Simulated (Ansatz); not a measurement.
# C3H6Br, SMILES C[C](C)Br: an atomisation energy

With Ansatz 0.2.0 through its Python package.

Contents of `c3h6br.xyz`:
```text
10

C    -1.19510    0.23220   -0.39840
C    -0.03490    0.41130    0.57490
C     1.27770   -0.09070   -0.01720
Br   -0.41170   -0.50260    2.24540
H    -2.12520    0.63500    0.05400
H    -0.99310    0.78940   -1.33740
H    -1.34310   -0.84320   -0.63480
H     1.21420   -1.17710   -0.24050
H     2.10190    0.08310    0.70560
H     1.50950    0.46270   -0.95160
```

Run as a notebook:

In [1]:
```python
from collections import Counter

import ansatz as az
```

In [2]:
```python
def energy(molecule, charge=0, unpaired=0):
    calc = molecule.calculation().basis(gaussian="def2-SVPD").functional("hf")
    if charge:
        calc = calc.charge(charge)
    if unpaired:
        calc = calc.spin("collinear", total=unpaired)
    return calc.run(threads=1, backend="cpu").report["free_energy_ev"]
```

In [3]:
```python
molecule = az.Crystal.molecule_from_extxyz("c3h6br.xyz")

# Hund ground states
unpaired = {"C": 2, "Br": 1, "H": 1}
counts = Counter(site.symbol for site in molecule.cartesian_sites)
atom_energy = {s: energy(az.Crystal.molecule().atom(s, (0, 0, 0)), 0, unpaired[s]) for s in counts}
whole = energy(molecule, 0, 1)
for s, e in atom_energy.items():
    print(f"{s:2s} x{counts[s]}  {e:14.5f} eV")
print(f"C3H6Br: {whole:.5f} eV")
split = sum(counts[s] * e for s, e in atom_energy.items()) - whole
print(f"atomisation energy (no zero-point term): {23.060548 * split:.1f} kcal/mol, {split / sum(counts.values()):.3f} eV an atom")
```
```text
C  x3     -1024.40679 eV
Br x1    -69990.00139 eV
H  x6       -13.58606 eV
C3H6Br: -73173.43953 eV
atomisation energy (no zero-point term): 661.9 kcal/mol, 2.870 eV an atom
```

661.9 kcal/mol from the electronic energies, without the zero-point term.

Caveats:
- Total energies depend on the basis set; only differences at equal settings carry meaning.
- The geometry is a force-field or estimated start, not a minimum of this method, and the basis set is short of its limit. All parts are taken at fixed geometry, without zero-point energy.
- The run takes the species as open-shell (spin multiplicity 2), which needn't be its ground state.
- Hartree-Fock leaves correlation out, so bond, atomisation and ionisation energies come out well too low.
- The spin-orbit lowering of heavy atoms is left out.
- Timing: 6 s on 1 thread of Arm Neoverse V2 (shared host), peak memory 0.5 GiB.
